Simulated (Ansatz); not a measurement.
# CHBF4O: basis-set convergence

An exercise on one series of results from a longer session: the logs are not shown, and one member is left open.

Method: one geometry, several basis sets; program: Ansatz 0.2.0, Gaussian basis.

Plan: PBE0-D4/def2-SVP; ωB97M-V/def2-SVP; PBE0-D4/def2-QZVPP; ωB97M-V/def2-QZVPP; the functionals' def2-TZVPP values are taken from earlier runs.

## Structure used throughout

The geometry comes from an earlier relaxation with PBE0-D4 in a triple-zeta def2 set; it is a stationary point, not always the lowest conformer.

8 atoms, charge 0, spin multiplicity 1.

Atoms are counted from 1 here; the program's logs count them from 0.

Bond lengths: F1–B2 1.311 Å, B2–O3 1.369 Å, B2–H8 1.189 Å, O3–C4 1.351 Å, C4–F5 1.320 Å, C4–F6 1.332 Å, C4–F7 1.332 Å. Angles: F1–B2–O3 115.5°, F1–B2–H8 121.4°, O3–B2–H8 123.1°, B2–O3–C4 121.9°, O3–C4–F5 108.7°, O3–C4–F6 111.6°, O3–C4–F7 111.6°, F5–C4–F6 108.5°, F5–C4–F7 108.5°, F6–C4–F7 107.8°.

Set-up of the first run:

in.yaml reads:

```yaml
crystal:
  periodic: [false, false, false]
  atoms:
    - {symbol: F, position_ang: [-0.900632, -2.205504, -0.921432]}
    - {symbol: B, position_ang: [-0.158940, -1.311306, -0.313749]}
    - {symbol: O, position_ang: [-0.602887, -0.019523, -0.399560]}
    - {symbol: C, position_ang: [0.062157, 1.004583, 0.179130]}
    - {symbol: F, position_ang: [-0.590107, 2.125850, -0.065869]}
    - {symbol: F, position_ang: [0.152572, 0.847717, 1.498911]}
    - {symbol: F, position_ang: [1.298887, 1.121037, -0.302075]}
    - {symbol: H, position_ang: [0.831050, -1.620054, 0.268845]}
basis:
  gaussian: {orbitals: def2-SVP}
hamiltonian: {xc: pbe0, dispersion: d4}
output: {orbitals: {seedname: orbitals}}
```

Launch:

```console
> ansatz run in.yaml --threads 4 --pin off --events-out ev --progress --plain --max-ram 10444MiB
```

Among the steps run: PBE0-D4 in def2-SVP; ωB97M-V in def2-SVP; PBE0-D4 in def2-QZVPP; ωB97M-V in def2-QZVPP.

One of the session's tables, all rows but one given; the rest of the session is left out.

It belongs to the step «Density functionals: the series». 

| functional | basis | HOMO (eV) |
| --- | --- | --- |
| PBE0-D4 | def2-SVP | -10.73 |
| PBE0-D4 | def2-TZVPP | ? |
| PBE0-D4 | def2-QZVPP | -10.82 |
| ωB97M-V | def2-SVP | -13.11 |
| ωB97M-V | def2-TZVPP | -13.21 |
| ωB97M-V | def2-QZVPP | -13.24 |

**Question.** Estimate the row for PBE0-D4, def2-TZVPP.

As computed: HOMO (eV): -10.80. In the column «HOMO (eV)» it lies between PBE0-D4, def2-QZVPP (-10.82) and PBE0-D4, def2-SVP (-10.73).
